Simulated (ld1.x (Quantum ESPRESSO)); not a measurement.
# Ruthenium: generating and testing an ultrasoft potential

Aim: build the potential from the settings below, then test how well it stands in for the atom: other configurations, scattering, ghost states and the plane-wave cutoff that it needs.

The numbers are computed with ld1.x (Quantum ESPRESSO) 7.5 (BLYP, scalar-relativistic, spin-unpolarised reference atom).

### 1 Starting point

Typed settings, in words:

| Item | Value |
| --- | --- |
| element | ruthenium (Ru, Z = 44) |
| type | ultrasoft |
| frozen core | [Kr] |
| valence charge | 8 |
| reference configuration | 4d7 5s1 5p0 |
| partial waves | 5s (bound): rcut 2.40, rcutus 3.05 bohr; 5s channel at 0.15 Ry: rcut 2.40, rcutus 3.05 bohr; 5p (bound, empty): rcut 1.68, rcutus 1.78 bohr; 5p channel at 3.05 Ry: rcut 1.68, rcutus 1.78 bohr; 4d (bound): rcut 1.45, rcutus 1.70 bohr; 4d channel at 0.85 Ry: rcut 1.45, rcutus 1.70 bohr |
| local potential | all-electron potential smoothed inside 1.95 bohr (lloc = -1) |
| core correction | Bessel-smoothed model core, default radius (core density twice the valence density) |
| augmentation charge | PSQ, radius 1.40 bohr |

The nodes and maxima of the atom's own shells, from an earlier all-electron run, set the scale for the radii.

All-electron outer shells of the reference configuration (BLYP, scalar-relativistic, ld1.x):

```tsv
shell	level (eV)	outermost node (bohr)	outermost maximum (bohr)
4s	-76.28	0.48	0.91
4p	-46.29	0.49	0.98
4d	-5.09	0.48	1.21
5s	-4.24	1.24	2.73
5p	-0.92	1.41	3.97
```

### 2 The generation run

Ru.in

```
 &input
   title='Ru', zed=44., rel=1, dft='BLYP', iswitch=3,
   config='[Kr] 4d7 5s1 5p0',
   nld=3, rlderiv=3.30, eminld=-2.0, emaxld=5.0, deld=0.02
 /
 &inputp
   pseudotype=3, tm=.true., lloc=-1, rcloc=1.95,
   nlcc=.true., new_core_ps=.true.,
   which_augfun='PSQ', rmatch_augfun=1.40,
   file_pseudopw='Ru.UPF', file_wfcaegen='ae.wfc', file_wfcncgen='nc.wfc', file_beta='beta', file_chi='chi', file_wfcusgen='us.wfc'
 /
6
5S  1  0   1.00   0.00  2.40  3.05  0.0
5S  1  0   0.00   0.15  2.40  3.05  0.0
5P  2  1   0.00   0.00  1.68  1.78  0.0
5P  2  1   0.00   3.05  1.68  1.78  0.0
4D  3  2   7.00   0.00  1.45  1.70  0.0
4D  3  2   0.00   0.85  1.45  1.70  0.0
 &test
   configts(1)='4d7 5s1 5p0'
 /
```

Command:

```
$ ld1.x < Ru.in > Ru.out
```

Output in Ru.out (without the banner and most projector matrices):

```text
     Program LD1 v.7.5
     --------------------------- All-electron run ----------------------------

     Ru
     scalar relativistic calculation

     atomic number is 44.00
     dft =BLYP   lsd =0 sic =0 latt =0  beta=0.20 tr2=1.0E-14
     Exchange-correlation= BLYP
                           (   1   3   1   3   0   0   0)
     mesh =1233 r(mesh) = 101.06970 a.u. xmin = -7.00 dx = 0.01250
     1 Ry =  13.60569312 eV, c = 137.03599908

     n l     nl                  e(Ry)          e(Ha)          e(eV)
     1 0     1S 1( 2.00)     -1612.6757      -806.3379    -21941.5709
     2 0     2S 1( 2.00)      -231.8666      -115.9333     -3154.7062
     2 1     2P 1( 6.00)      -207.6846      -103.8423     -2825.6935
     3 0     3S 1( 2.00)       -40.8062       -20.4031      -555.1962
     3 1     3P 1( 6.00)       -32.8619       -16.4309      -447.1083
     4 0     4S 1( 2.00)        -5.6064        -2.8032       -76.2793
     4 1     4P 1( 6.00)        -3.4025        -1.7013       -46.2935
     3 2     3D 1(10.00)       -20.0724       -10.0362      -273.0984
     4 2     4D 1( 7.00)        -0.3740        -0.1870        -5.0883
     5 0     5S 1( 1.00)        -0.3118        -0.1559        -4.2417
     5 1     5P 1( 0.00)        -0.0674        -0.0337        -0.9176

     final scf error:  8.1E-15 reached in  26 iterations

     Etot =   -9062.619550 Ry,   -4531.309775 Ha, -123303.220492 eV

     Ekin =    9372.105377 Ry,    4686.052689 Ha,  127513.989680 eV
     Encl =  -21860.594865 Ry,  -10930.297432 Ha, -297428.545215 eV
     Eh   =    3693.713863 Ry,    1846.856931 Ha,   50255.537303 eV
     Exc  =    -267.843926 Ry,    -133.921963 Ha,   -3644.202259 eV

     normalization and overlap integrals

     s(1S/1S) =  1.000000  <r> =   0.0334  <r2> =    0.0015  r(max) =   0.0216
     s(2S/2S) =  1.000000  <r> =   0.1457  <r2> =    0.0250  r(max) =   0.1229
     s(2P/2P) =  1.000000  <r> =   0.1269  <r2> =    0.0197  r(max) =   0.0981
     s(3S/3S) =  1.000000  <r> =   0.4028  <r2> =    0.1858  r(max) =   0.3600
     s(3P/3P) =  1.000000  <r> =   0.4031  <r2> =    0.1890  r(max) =   0.3555
     s(4S/4S) =  1.000000  <r> =   1.0178  <r2> =    1.1751  r(max) =   0.9078
     s(4P/4P) =  1.000000  <r> =   1.1276  <r2> =    1.4601  r(max) =   0.9785
     s(3D/3D) =  1.000000  <r> =   0.3842  <r2> =    0.1768  r(max) =   0.3022
     s(4D/4D) =  1.000000  <r> =   1.7092  <r2> =    3.6794  r(max) =   1.2102
     s(5S/5S) =  1.000000  <r> =   3.3899  <r2> =   13.3301  r(max) =   2.7273
     s(5P/5P) =  1.000000  <r> =   5.3642  <r2> =   34.7935  r(max) =   3.9682

     ------------------------ End of All-electron run ------------------------

     --------------------- Generating US pseudopotential ---------------------

      Generating local potential from pseudized AE potential:
      Matching radius rcloc =   1.9500

      Local pseudo, rcloc= 1.946 Estimated cut-off energy=     6.65 Ry

      Computing core charge for nlcc:

       r > 1.11 : true rho core
      Core charge pseudized with two Bessel functions
      Integrated core pseudo-charge :  11.57
      Wfc-us  5S rcutus= 3.052  Estimated cut-off energy=     4.93 Ry
      Wfc-us  5S rcutus= 3.052  Estimated cut-off energy=     5.88 Ry
      Wfc-us  5P rcutus= 1.761  Estimated cut-off energy=    50.24 Ry
      Wfc-us  5P rcutus= 1.761  Estimated cut-off energy=    22.11 Ry
      Wfc-us  4D rcutus= 1.717  Estimated cut-off energy=    38.83 Ry
      Wfc-us  4D rcutus= 1.717  Estimated cut-off energy=    44.99 Ry

     Q pseudized with Bessel functions
     Expected ecutrho=     243.9574 due to l1=  2   l2=  2

     ------------------- End of pseudopotential generation -------------------

     [... the all-electron block is printed once more ...]


     Computing logarithmic derivative in   3.31044

       Warning: n=2, l=1 expected 0 nodes, found 1
       Setting wfc to zero for this iteration
       (This warning will only be printed once per wavefunction)

       Zero norm: self consistency problem; state:  3 (l=  1, j=0.0)
     Computing logarithmic derivative in   3.31044
     Computing the partial wave expansion
     R is outside the sphere for l=    0 j= 0.00
     R is outside the sphere for l=    0 j= 0.00
     R is outside the sphere for l=    1 j= 0.00
     R is outside the sphere for l=    1 j= 0.00
     R is outside the sphere for l=    2 j= 0.00
     R is outside the sphere for l=    2 j= 0.00

     ---------------------- Testing the pseudopotential ----------------------

     Ru
     scalar relativistic calculation

     atomic number is 44.00   valence charge is  8.00
     dft =BLYP   lsd =0 sic =0 latt =0  beta=0.20 tr2=1.0E-14
     mesh =1233 r(mesh) = 101.06970 xmin = -7.00 dx = 0.01250

     n l     nl             e AE (Ry)        e PS (Ry)    De AE-PS (Ry)
     3 2     4D   1( 7.00)       -0.37398       -0.37398        0.00000
     1 0     5S   1( 1.00)       -0.31176       -0.31176        0.00000
     2 1     5P   1( 0.00)       -0.06744       -0.06744        0.00000

     eps = 5.2E-16  iter =  6

     Etot =   -9062.619550 Ry,   -4531.309775 Ha, -123303.220492 eV
     Etotps =   -52.689961 Ry,     -26.344981 Ha,    -716.883440 eV

     Ekin =      27.475886 Ry,      13.737943 Ha,     373.828473 eV
     Encl =     -82.334860 Ry,     -41.167430 Ha,   -1120.222841 eV
     Ehrt =      31.679285 Ry,      15.839642 Ha,     431.018628 eV
     Ecxc =     -28.992977 Ry,     -14.496488 Ha,    -394.469544 eV
     (Ecc =     -18.943384 Ry,      -9.471692 Ha,    -257.737874 eV)
     Epseu=      -0.517295 Ry,      -0.258647 Ha,      -7.038156 eV

     ---------------------- End of pseudopotential test ----------------------
```

Run time: 0.75 s. Hardware: 1 thread, shared host. This counts the later configuration tests of the new file too.

Partial waves on a coarse radial grid (AE all-electron, PS pseudo):

```
r (bohr)    5p AE    5p PS    4d AE   4d PS
   0.152   0.0019  -0.0308  -0.2910  0.0064
   0.305   0.0964  -0.1110  -0.3518  0.0481
   0.458   0.0143  -0.2069  -0.0586  0.1452
   0.610  -0.0921  -0.2797   0.2821  0.2923
   0.762  -0.1519  -0.3034   0.5445  0.4638
   0.915  -0.1592  -0.2721   0.7081  0.6238
   1.068  -0.1284  -0.1999   0.7870  0.7382
   1.220  -0.0765  -0.1114   0.8067  0.7914
   1.372  -0.0156  -0.0267   0.7901  0.7900
   1.525   0.0473   0.0458   0.7525  0.7537
   1.678   0.1075   0.1075   0.7043  0.7043
   1.830   0.1625   0.1625   0.6522  0.6522
   1.982   0.2119   0.2119   0.5997  0.5997
   2.135   0.2556   0.2556   0.5485  0.5485
   2.288   0.2936   0.2936   0.5001  0.5001
   2.440   0.3261   0.3261   0.4553  0.4553
   2.592   0.3536   0.3536   0.4139  0.4139
   2.745   0.3768   0.3768   0.3757  0.3757
   2.898   0.3960   0.3960   0.3408  0.3408
   3.050   0.4115   0.4115   0.3093  0.3093
   3.202   0.4238   0.4238   0.2807  0.2807
   3.355   0.4333   0.4333   0.2545  0.2545
   3.508   0.4402   0.4402   0.2307  0.2307
   3.660   0.4449   0.4449   0.2094  0.2094
   3.812   0.4476   0.4476   0.1900  0.1900
   3.965   0.4485   0.4485   0.1723  0.1723
```

### 3 Configuration tests

Ru.test.in

```
 &input
   title='Ru', zed=44., rel=1, dft='BLYP', iswitch=2,
   config='[Kr] 4d7 5s1 5p0'
 /
 &test
   file_pseudo='Ru.UPF', nconf=8,
   configts(1)='4d7 5s1 5p0',
   configts(2)='4d7 5s0 5p0',
   configts(3)='4d6 5s0 5p0',
   configts(4)='4d5 5s0 5p0',
   configts(5)='4d6 5s2 5p0',
   configts(6)='4d6 5s1 5p1',
   configts(7)='4d4 5s0 5p0',
   configts(8)='4d8 5s0 5p0'
 /
```

Command:

```
$ ld1.x < Ru.test.in > Ru.test.out
```

Ru.test.out, the pseudopotential blocks, each with the warnings that came before it:

```text
     Warning: n=2, l=1 expected 0 nodes, found 1
     ---------------------- Testing the pseudopotential ----------------------

     Ru
     scalar relativistic calculation

     atomic number is 44.00   valence charge is  8.00
     dft =BLYP   lsd =0 sic =0 latt =0  beta=0.20 tr2=1.0E-14
     mesh =1233 r(mesh) = 101.06970 xmin = -7.00 dx = 0.01250

     n l     nl             e AE (Ry)        e PS (Ry)    De AE-PS (Ry)
     3 2     4D   1( 7.00)       -0.37398       -0.37398        0.00000
     1 0     5S   1( 1.00)       -0.31176       -0.31176        0.00000
     2 1     5P   1( 0.00)       -0.06744       -0.06744        0.00000

     eps = 3.0E-16  iter =  6

     Etot =   -9062.619550 Ry,   -4531.309775 Ha, -123303.220492 eV
     Etotps =   -52.689961 Ry,     -26.344981 Ha,    -716.883440 eV

     Ekin =      27.475886 Ry,      13.737943 Ha,     373.828473 eV
     Encl =     -82.334860 Ry,     -41.167430 Ha,   -1120.222841 eV
     Ehrt =      31.679285 Ry,      15.839642 Ha,     431.018628 eV
     Ecxc =     -28.992977 Ry,     -14.496488 Ha,    -394.469544 eV
     (Ecc =     -18.943384 Ry,      -9.471692 Ha,    -257.737874 eV)
     Epseu=      -0.517295 Ry,      -0.258647 Ha,      -7.038156 eV

     ---------------------- End of pseudopotential test ----------------------
```

7 tests gave no usable energy difference (4d7 5s0 5p0; 4d6 5s0 5p0; 4d5 5s0 5p0; 4d6 5s2 5p0; others); the test run stopped with "negative rho".

### 4 Does it scatter like the atom?

Taken from the files of the generation run. The phase is arctan(r·u′/u) with u = r·R, unwrapped, with energies in Ry. A pole is an energy at which the radial function vanishes at the test radius. The pseudo phase is shifted by a multiple of π to meet the all-electron one at the reference energy. Levels narrower than the energy grid can be missing from the poles. Where the grid stepped over a known ghost or core level, its pole and its step of π were put in at the level's energy. The last column is the largest difference on the grid between −1 and +1 Ry.

| channel | radius (bohr) | reference (Ry) | poles AE | poles PS | window around the reference with phases within 0.05 rad (Ry) | largest difference near zero (rad) |
| --- | --- | --- | --- | --- | --- | --- |
| s | 3.31 | -0.31 | 0.67 | -1.91, 0.67 | -1.9 to 2.7 | 0.000 |
| p | 3.31 | -0.07 | 1.51 | 1.51 | the whole range | 0.000 |
| d | 3.31 | -0.37 | -0.25, 3.15 | -0.25, 3.15 | the whole range | 0.000 |

Phases (rad) along the scan:

```csv
E (Ry),p AE,p PS,s AE,s PS
-2.00,1.340,1.340,1.313,4.450
-1.52,1.299,1.299,1.249,1.250
-1.04,1.228,1.228,1.105,1.105
-0.56,1.070,1.070,0.474,0.474
-0.08,0.471,0.471,-1.152,-1.152
0.40,-1.002,-1.002,-1.494,-1.494
0.88,-1.407,-1.408,-1.615,-1.615
1.36,-1.543,-1.543,-1.700,-1.700
1.84,-1.623,-1.624,-1.798,-1.799
2.32,-1.694,-1.694,-1.981,-1.986
2.80,-1.785,-1.785,-2.633,-2.700
3.28,-1.964,-1.964,-4.045,-4.115
3.76,-2.649,-2.651,-4.432,-4.466
4.24,-4.091,-4.095,-4.560,-4.587
4.72,-4.447,-4.449,-4.625,-4.653
```

### 5 Plane-wave convergence, by spherical Bessel functions

A separate test, outside the generator: the pseudo-atom's Hamiltonian at the reference potential is diagonalised in spherical Bessel functions j_l(qr) that vanish at 20 bohr, with q² up to the cutoff.

All-electron valence levels (Ry): 5s -0.3118, 5p -0.0674, 4d -0.3740. The lowest levels of each channel (Ry) by cutoff; the last column sums, over occupied levels, occupation times the distance from the level at 400 Ry. A positive value at high cutoff is not a bound level.

```csv
cutoff (Ry),s #1,s #2,p #1,p #2,d #1,f #1,Σ f·Δε (mRy)
8,-0.3118,0.0031,-0.0807,0.0430,0.0401,0.1016,2899.0
15,-1.5259,-0.3118,-0.0872,0.0414,0.0115,0.1016,2698.7
25,-1.8780,-0.3118,-0.1102,0.0368,-0.3029,0.1016,497.7
35,-1.9081,-0.3118,-3.1811,-0.0659,-0.3731,0.1016,6.5
40,-1.9097,-0.3118,-3.4198,-0.0670,-0.3735,0.1016,3.8
55,-1.9100,-0.3118,-3.4891,-0.0673,-0.3739,0.1016,1.0
60,-1.9100,-0.3118,-3.5103,-0.0673,-0.3739,0.1016,0.5
80,-1.9100,-0.3118,-3.5399,-0.0674,-0.3740,0.1016,0.3
400,-1.9100,-0.3118,-3.5455,-0.0674,-0.3740,0.1016,0.0
```

The sum stays within 10 mRy from 35 Ry and within 1 mRy from 60 Ry. The sum leaves out empty levels, which can need more. Ghost test: ghost states, bound below the all-electron valence or empty levels of the same l: p at -48.2 eV, s at -26.0 eV.

### 6 Outcome

| quantity | value |
| --- | --- |
| cutoffs for 10 and 1 mRy, occupied levels | 35 Ry and 60 Ry |
| bound ghosts | p at -48.24 eV, s at -25.99 eV |
| configuration tests | no usable energy difference |
| largest phase difference near zero energy, channels read | 0.000 rad |
| lowest eigenvalue of the overlap (Bessel basis) | 0.077 (p) |
| density cutoff estimated by the generator | 244 Ry |

What this shows: It has a bound ghost (p, s), a state that the atom doesn't have, and that rules the file out. Close by lies the frozen 4p level (-46.3 eV). The test run broke off, so later configurations gave nothing; no test gave an energy difference. It counts as soft on the atom at that tolerance, with 35 Ry needed at the looser tolerance. The slowest occupied level is 4d: taken alone it needs 35 Ry to come within 1 mRy, against 6 Ry or less for 5s. Near zero energy the phases of the channels with partial waves agree within 0.001 rad. The pseudo curves have a pole with no partner nearby in the atom's: s at -1.91 Ry.
